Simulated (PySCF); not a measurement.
**A gas-phase reaction: ClH3Si + Br2 → BrClH2Si + BrH**

Aim: the reaction energy of `[SiH3]Cl` + `BrBr` → `Cl[SiH2]Br` + `Br`.

Programs: PySCF 2.14.0. All values are calculated, for the isolated system unless a continuum is named. Atoms count from 0, parts from 1.

## (1) Starting point

Each species was relaxed by itself at PBE0-D3(BJ)/def2-SVPD.

## (2) Reaction energy: wB97M-D3(BJ)/def2-TZVPD

What the job is given:

```
{"job": {"kind": "react", "xc": "wB97M-D3(BJ)", "basis": "def2-TZVPD"}, "charge": 0, "multiplicity": 1}
-1 ClH3Si charge 0 multiplicity 1
Si    -0.001650     0.023260    -0.023040
Cl     2.079320    -0.066380    -0.041000
H     -0.506730    -0.811340    -1.145050
H     -0.401810     1.444610    -0.196990
H     -0.472700    -0.504340     1.284760

-1 Br2 charge 0 multiplicity 1
Br     1.150510    -0.010840    -0.013430
Br    -1.150710     0.012320     0.003690

+1 BrClH2Si charge 0 multiplicity 1
Cl     1.494260    -0.397140     1.246520
Si    -0.147820     0.089970     0.088220
Br     0.112010    -0.709650    -1.963140
H     -1.344090    -0.542680     0.692160
H     -0.237520     1.567040     0.009460

+1 BrH charge 0 multiplicity 1
Br     0.714830    -0.009970    -0.008960
H     -0.708620     0.013740     0.008610
```

With the program's defaults for keys left out, this is: wB97M-D3(BJ)/def2-TZVPD reaction energy of separated species, gas phase.

Started as:

```bash
> OMP_NUM_THREADS=1 python cluster_run.py task.json out
```

The driver reads the jobs from task.json and runs them one after another.

Standard output:

```text
species 1 (ClH3Si)
coarse grid: 20144 points
cycle   1  E = -751.6190249362  dE = -1.337e-01  |g| = 2.750e-01  |ddm| = 1.536e+00
cycle   2  E = -751.6337512725  dE = -1.473e-02  |g| = 2.068e-01  |ddm| = 4.375e-01
cycle   3  E = -751.6434527262  dE = -9.701e-03  |g| = 1.659e-02  |ddm| = 1.789e-01
cycle   4  E = -751.6435313101  dE = -7.858e-05  |g| = 4.469e-03  |ddm| = 2.231e-02
cycle   5  E = -751.6435410046  dE = -9.695e-06  |g| = 1.072e-03  |ddm| = 9.617e-03
final grid: 39792 points
cycle   6  E = -751.6435038929  dE = -3.393e-07  |g| = 6.061e-04  |ddm| = 2.112e-03
cycle   7  E = -751.6435039509  dE = -5.801e-08  |g| = 3.985e-04  |ddm| = 9.008e-04
cycle   8  E = -751.6435039779  dE = -2.707e-08  |g| = 4.095e-05  |ddm| = 3.602e-04
cycle   9  E = -751.6435039792  dE = -1.245e-09  |g| = 1.649e-05  |ddm| = 7.682e-05
cycle  10  E = -751.6435039793  dE = -1.276e-10  |g| = 2.474e-06  |ddm| = 3.060e-05
converged SCF energy = -751.6435039793

species 2 (Br2)
coarse grid: 14664 points
cycle   1  E = -5148.2886930479  dE = -2.032e+00  |g| = 4.158e-01  |ddm| = 1.565e+00
cycle   2  E = -5148.3001181306  dE = -1.143e-02  |g| = 2.962e-01  |ddm| = 3.425e-01
cycle   3  E = -5148.3083618724  dE = -8.244e-03  |g| = 9.005e-03  |ddm| = 1.528e-01
cycle   4  E = -5148.3084064260  dE = -4.455e-05  |g| = 2.023e-03  |ddm| = 1.256e-02
cycle   5  E = -5148.3084099985  dE = -3.573e-06  |g| = 6.167e-04  |ddm| = 4.103e-03
final grid: 26152 points
cycle   6  E = -5148.3084022743  dE = -1.105e-07  |g| = 3.659e-04  |ddm| = 8.854e-04
cycle   7  E = -5148.3084022979  dE = -2.364e-08  |g| = 2.411e-04  |ddm| = 4.759e-04
cycle   8  E = -5148.3084023121  dE = -1.417e-08  |g| = 2.160e-05  |ddm| = 1.721e-04
cycle   9  E = -5148.3084023123  dE = -2.292e-10  |g| = 1.096e-05  |ddm| = 2.976e-05
converged SCF energy = -5148.3084023123

species 3 (BrClH2Si)
coarse grid: 25008 points
cycle   1  E = -3325.2142460618  dE = -9.255e-01  |g| = 4.202e-01  |ddm| = 1.790e+00
cycle   2  E = -3325.2353652498  dE = -2.112e-02  |g| = 3.252e-01  |ddm| = 6.123e-01
cycle   3  E = -3325.2600637351  dE = -2.470e-02  |g| = 3.457e-02  |ddm| = 2.764e-01
cycle   4  E = -3325.2602355420  dE = -1.718e-04  |g| = 9.779e-03  |ddm| = 2.835e-02
cycle   5  E = -3325.2602623759  dE = -2.683e-05  |g| = 2.915e-03  |ddm| = 1.428e-02
cycle   6  E = -3325.2602651725  dE = -2.797e-06  |g| = 6.418e-04  |ddm| = 4.381e-03
final grid: 47496 points
cycle   7  E = -3325.2602218072  dE = -1.978e-07  |g| = 4.717e-04  |ddm| = 1.846e-03
cycle   8  E = -3325.2602218385  dE = -3.128e-08  |g| = 3.643e-04  |ddm| = 6.230e-04
cycle   9  E = -3325.2602218518  dE = -1.333e-08  |g| = 3.911e-05  |ddm| = 2.120e-04
cycle  10  E = -3325.2602218537  dE = -1.911e-09  |g| = 1.294e-05  |ddm| = 1.296e-04
cycle  11  E = -3325.2602218538  dE = -8.822e-11  |g| = 3.039e-06  |ddm| = 2.366e-05
converged SCF energy = -3325.2602218538

species 4 (BrH)
coarse grid: 9808 points
cycle   1  E = -2574.7444815775  dE = -1.115e+00  |g| = 2.814e-01  |ddm| = 9.887e-01
cycle   2  E = -2574.7574487858  dE = -1.297e-02  |g| = 1.487e-01  |ddm| = 2.655e-01
cycle   3  E = -2574.7608846302  dE = -3.436e-03  |g| = 8.657e-03  |ddm| = 8.708e-02
cycle   4  E = -2574.7609219958  dE = -3.737e-05  |g| = 2.523e-03  |ddm| = 1.268e-02
cycle   5  E = -2574.7609264265  dE = -4.431e-06  |g| = 6.497e-04  |ddm| = 4.934e-03
final grid: 18448 points
cycle   6  E = -2574.7609110222  dE = -1.922e-07  |g| = 3.886e-04  |ddm| = 9.249e-04
cycle   7  E = -2574.7609110498  dE = -2.760e-08  |g| = 2.731e-04  |ddm| = 3.938e-04
cycle   8  E = -2574.7609110569  dE = -7.078e-09  |g| = 3.377e-05  |ddm| = 1.360e-04
cycle   9  E = -2574.7609110579  dE = -1.041e-09  |g| = 1.120e-05  |ddm| = 6.288e-05
cycle  10  E = -2574.7609110580  dE = -4.593e-11  |g| = 1.705e-06  |ddm| = 1.294e-05
converged SCF energy = -2574.7609110580

Reaction energy = -43.930 kcal/mol
```

Run time: 18 s. Hardware: 1 thread of Arm Neoverse V1, shared host; peak memory 0.6 GiB.

Species by species (with the dispersion term, which the log's SCF energies lack):

| ν | species | energy (Eh) | HOMO (eV) |
| --- | --- | --- | --- |
| -1 | [SiH3]Cl | -751.64737 | -11.36 |
| -1 | BrBr | -5148.30959 | -10.44 |
| +1 | Cl[SiH2]Br | -3325.26549 | -11.03 |
| +1 | Br | -2574.76148 | -11.15 |

## (3) Energies of the species: PBE0-D3(BJ)/def2-TZVPD

The job, as its differences from that of step 2:

```diff
@@ -1,2 +1,2 @@
-{"job": {"kind": "react", "xc": "wB97M-D3(BJ)", "basis": "def2-TZVPD"}, "charge": 0, "multiplicity": 1}
+{"job": {"kind": "react", "xc": "PBE0", "basis": "def2-TZVPD", "disp": "d3bj"}, "charge": 0, "multiplicity": 1}
 -1 ClH3Si charge 0 multiplicity 1
```

Level: PBE0-D3(BJ)/def2-TZVPD reaction energy of separated species, gas phase.

Standard output:

```text
species 1 (ClH3Si)
coarse grid: 5112 points
cycle   1  E = -751.2656006956  dE = -1.060e-01  |g| = 2.254e-01  |ddm| = 1.494e+00
cycle   2  E = -751.2632850452  dE =  2.316e-03  |g| = 2.472e-01  |ddm| = 4.300e-01
cycle   3  E = -751.2787668524  dE = -1.548e-02  |g| = 2.272e-02  |ddm| = 2.171e-01
cycle   4  E = -751.2788436774  dE = -7.683e-05  |g| = 5.733e-03  |ddm| = 1.336e-02
cycle   5  E = -751.2788505960  dE = -6.919e-06  |g| = 1.808e-03  |ddm| = 5.399e-03
final grid: 39792 points
cycle   6  E = -751.2792401846  dE = -7.228e-06  |g| = 2.981e-03  |ddm| = 1.402e-02
cycle   7  E = -751.2792396551  dE =  5.295e-07  |g| = 3.018e-03  |ddm| = 4.090e-03
cycle   8  E = -751.2792417931  dE = -2.138e-06  |g| = 2.223e-04  |ddm| = 2.386e-03
cycle   9  E = -751.2792418091  dE = -1.598e-08  |g| = 2.685e-05  |ddm| = 2.082e-04
cycle  10  E = -751.2792418092  dE = -1.626e-10  |g| = 1.270e-05  |ddm| = 3.509e-05
converged SCF energy = -751.2792418092

species 2 (Br2)
coarse grid: 14664 points
cycle   1  E = -5147.6955178958  dE = -1.992e+00  |g| = 4.158e-01  |ddm| = 1.609e+00
cycle   2  E = -5147.7001490429  dE = -4.631e-03  |g| = 3.188e-01  |ddm| = 3.040e-01
cycle   3  E = -5147.7078033657  dE = -7.654e-03  |g| = 2.250e-02  |ddm| = 1.633e-01
cycle   4  E = -5147.7079144414  dE = -1.111e-04  |g| = 7.934e-03  |ddm| = 2.329e-02
cycle   5  E = -5147.7079307290  dE = -1.629e-05  |g| = 5.812e-04  |ddm| = 6.034e-03
cycle   6  E = -5147.7079307878  dE = -5.877e-08  |g| = 9.434e-05  |ddm| = 7.038e-04
final grid: 26152 points
cycle   7  E = -5147.7079421682  dE = -3.385e-09  |g| = 8.876e-05  |ddm| = 2.113e-04
cycle   8  E = -5147.7079421685  dE = -2.719e-10  |g| = 7.656e-05  |ddm| = 1.003e-04
cycle   9  E = -5147.7079421689  dE = -4.193e-10  |g| = 2.381e-06  |ddm| = 3.918e-05
converged SCF energy = -5147.7079421689

species 3 (BrClH2Si)
coarse grid: 25008 points
cycle   1  E = -3324.5737001235  dE = -9.282e-01  |g| = 3.645e-01  |ddm| = 1.816e+00
cycle   2  E = -3324.5663730607  dE =  7.327e-03  |g| = 3.557e-01  |ddm| = 5.588e-01
cycle   3  E = -3324.5954378434  dE = -2.906e-02  |g| = 7.877e-02  |ddm| = 3.294e-01
cycle   4  E = -3324.5967215209  dE = -1.284e-03  |g| = 1.006e-02  |ddm| = 5.508e-02
cycle   5  E = -3324.5967385449  dE = -1.702e-05  |g| = 3.726e-03  |ddm| = 1.084e-02
cycle   6  E = -3324.5967416912  dE = -3.146e-06  |g| = 7.072e-04  |ddm| = 4.043e-03
final grid: 47496 points
cycle   7  E = -3324.5967270414  dE = -3.173e-09  |g| = 7.862e-04  |ddm| = 1.595e-03
cycle   8  E = -3324.5967270086  dE =  3.284e-08  |g| = 9.154e-04  |ddm| = 1.444e-03
cycle   9  E = -3324.5967271920  dE = -1.835e-07  |g| = 3.329e-05  |ddm| = 7.463e-04
cycle  10  E = -3324.5967271923  dE = -2.165e-10  |g| = 3.468e-06  |ddm| = 2.504e-05
converged SCF energy = -3324.5967271923

species 4 (BrH)
coarse grid: 9808 points
cycle   1  E = -2574.4494534185  dE = -1.081e+00  |g| = 2.724e-01  |ddm| = 1.042e+00
cycle   2  E = -2574.4540916986  dE = -4.638e-03  |g| = 1.699e-01  |ddm| = 2.601e-01
cycle   3  E = -2574.4588662039  dE = -4.775e-03  |g| = 3.007e-02  |ddm| = 1.194e-01
cycle   4  E = -2574.4590977002  dE = -2.315e-04  |g| = 4.156e-03  |ddm| = 2.212e-02
cycle   5  E = -2574.4591017028  dE = -4.003e-06  |g| = 1.311e-03  |ddm| = 4.270e-03
final grid: 18448 points
cycle   6  E = -2574.4591027748  dE = -7.034e-08  |g| = 1.375e-03  |ddm| = 2.024e-03
cycle   7  E = -2574.4591027892  dE = -1.433e-08  |g| = 1.399e-03  |ddm| = 1.791e-03
cycle   8  E = -2574.4591030101  dE = -2.209e-07  |g| = 5.149e-05  |ddm| = 8.398e-04
cycle   9  E = -2574.4591030108  dE = -6.899e-10  |g| = 1.027e-05  |ddm| = 4.413e-05
converged SCF energy = -2574.4591030108

Reaction energy = -43.636 kcal/mol
```

Run time: 9 s. Hardware: 1 thread of Arm Neoverse V1, shared host; peak memory 0.57 GiB.

Reaction energy at this level: -43.64 kcal/mol.

## (4) Reaction energy: MP2/def2-TZVPD

The job, as its differences from that of step 3:

```diff
@@ -1,2 +1,2 @@
-{"job": {"kind": "react", "xc": "PBE0", "basis": "def2-TZVPD", "disp": "d3bj"}, "charge": 0, "multiplicity": 1}
+{"job": {"kind": "react", "xc": "MP2", "basis": "def2-TZVPD"}, "charge": 0, "multiplicity": 1}
 -1 ClH3Si charge 0 multiplicity 1
```

Level: MP2/def2-TZVPD reaction energy of separated species, gas phase.

Standard output:

```text
species 1 (ClH3Si)
final grid: 39792 points
cycle   1  E = -750.2129251337  dE = -1.790e-01  |g| = 2.933e-01  |ddm| = 1.484e+00
cycle   2  E = -750.2434175549  dE = -3.049e-02  |g| = 1.231e-01  |ddm| = 3.338e-01
cycle   3  E = -750.2474660298  dE = -4.048e-03  |g| = 2.787e-02  |ddm| = 1.240e-01
cycle   4  E = -750.2478449444  dE = -3.789e-04  |g| = 5.516e-03  |ddm| = 3.660e-02
cycle   5  E = -750.2478621703  dE = -1.723e-05  |g| = 1.172e-03  |ddm| = 1.036e-02
cycle   6  E = -750.2478632399  dE = -1.070e-06  |g| = 3.552e-04  |ddm| = 2.509e-03
cycle   7  E = -750.2478633429  dE = -1.030e-07  |g| = 8.735e-05  |ddm| = 5.415e-04
cycle   8  E = -750.2478633493  dE = -6.348e-09  |g| = 2.195e-05  |ddm| = 2.161e-04
cycle   9  E = -750.2478633496  dE = -3.656e-10  |g| = 4.869e-06  |ddm| = 4.686e-05
converged SCF energy = -750.2478633496

species 2 (Br2)
final grid: 26152 points
cycle   1  E = -5144.8048461094  dE = -2.062e+00  |g| = 2.909e-01  |ddm| = 1.538e+00
cycle   2  E = -5144.8189358053  dE = -1.409e-02  |g| = 1.474e-01  |ddm| = 2.565e-01
cycle   3  E = -5144.8217327147  dE = -2.797e-03  |g| = 1.800e-02  |ddm| = 9.135e-02
cycle   4  E = -5144.8218979252  dE = -1.652e-04  |g| = 4.299e-03  |ddm| = 2.375e-02
cycle   5  E = -5144.8219100116  dE = -1.209e-05  |g| = 1.080e-03  |ddm| = 6.539e-03
cycle   6  E = -5144.8219105149  dE = -5.034e-07  |g| = 1.901e-04  |ddm| = 1.295e-03
cycle   7  E = -5144.8219105313  dE = -1.636e-08  |g| = 2.978e-05  |ddm| = 2.742e-04
cycle   8  E = -5144.8219105317  dE = -3.838e-10  |g| = 3.080e-06  |ddm| = 6.117e-05
converged SCF energy = -5144.8219105317

species 3 (BrClH2Si)
final grid: 47496 points
cycle   1  E = -3322.0847060245  dE = -9.457e-01  |g| = 3.908e-01  |ddm| = 1.743e+00
cycle   2  E = -3322.1271811132  dE = -4.248e-02  |g| = 1.991e-01  |ddm| = 4.898e-01
cycle   3  E = -3322.1377802928  dE = -1.060e-02  |g| = 3.425e-02  |ddm| = 1.862e-01
cycle   4  E = -3322.1383052806  dE = -5.250e-04  |g| = 1.037e-02  |ddm| = 4.613e-02
cycle   5  E = -3322.1383453072  dE = -4.003e-05  |g| = 2.927e-03  |ddm| = 1.317e-02
cycle   6  E = -3322.1383502724  dE = -4.965e-06  |g| = 8.970e-04  |ddm| = 4.400e-03
cycle   7  E = -3322.1383509024  dE = -6.300e-07  |g| = 2.496e-04  |ddm| = 1.478e-03
cycle   8  E = -3322.1383509522  dE = -4.980e-08  |g| = 5.227e-05  |ddm| = 5.042e-04
cycle   9  E = -3322.1383509540  dE = -1.797e-09  |g| = 1.271e-05  |ddm| = 1.147e-04
cycle  10  E = -3322.1383509541  dE = -1.091e-10  |g| = 2.787e-06  |ddm| = 2.690e-05
converged SCF energy = -3322.1383509541

species 4 (BrH)
final grid: 18448 points
cycle   1  E = -2572.9852620558  dE = -1.144e+00  |g| = 2.202e-01  |ddm| = 9.639e-01
cycle   2  E = -2572.9999185174  dE = -1.466e-02  |g| = 7.760e-02  |ddm| = 2.157e-01
cycle   3  E = -2573.0014423042  dE = -1.524e-03  |g| = 1.588e-02  |ddm| = 5.815e-02
cycle   4  E = -2573.0016142051  dE = -1.719e-04  |g| = 5.005e-03  |ddm| = 1.886e-02
cycle   5  E = -2573.0016333311  dE = -1.913e-05  |g| = 1.691e-03  |ddm| = 6.805e-03
cycle   6  E = -2573.0016347342  dE = -1.403e-06  |g| = 3.418e-04  |ddm| = 2.059e-03
cycle   7  E = -2573.0016348079  dE = -7.364e-08  |g| = 5.979e-05  |ddm| = 6.414e-04
cycle   8  E = -2573.0016348093  dE = -1.434e-09  |g| = 8.468e-06  |ddm| = 8.660e-05
cycle   9  E = -2573.0016348093  dE = -3.092e-11  |g| = 1.310e-06  |ddm| = 1.889e-05
converged SCF energy = -2573.0016348093

Reaction energy = -47.015 kcal/mol
```

Wall time 4.7 s (1 thread of Arm Neoverse V1, shared host); peak memory 0.4 GiB.

Reaction energy at this level: -47.01 kcal/mol.

## (5) Side by side

Energies in kcal/mol, with wall time:

| run | reaction | time |
| --- | --- | --- |
| wB97M-D3(BJ)/def2-TZVPD | -43.93 | 18 s |
| PBE0-D3(BJ)/def2-TZVPD | -43.64 | 9 s |
| MP2/def2-TZVPD | -47.01 | 4.7 s |

## (6) Summary of results

```
                                                quantity                      value
               reaction energy (wB97M-D3(BJ)/def2-TZVPD)            -43.93 kcal/mol
                     ΔH, ΔG at 298 K (xTB thermal terms)      -44.2, -44.7 kcal/mol
range of the reaction energy over the runs of this table  -47.01 to -43.64 kcal/mol
```

What this shows: The reaction is exothermic by 44.2 kcal/mol in the gas phase; dispersion gives -0.49, and xTB itself gave -23.80 for the electronic energy (xTB energies and thermal terms come from the earlier relaxation of each species, not shown). No barrier was sought. xTB and this level differ widely in the electronic energy, so what comes from xTB (the thermal terms above all) is less safe here. The reaction energy runs from -47.01 (MP2/def2-TZVPD) to -43.64 kcal/mol (PBE0-D3(BJ)/def2-TZVPD).
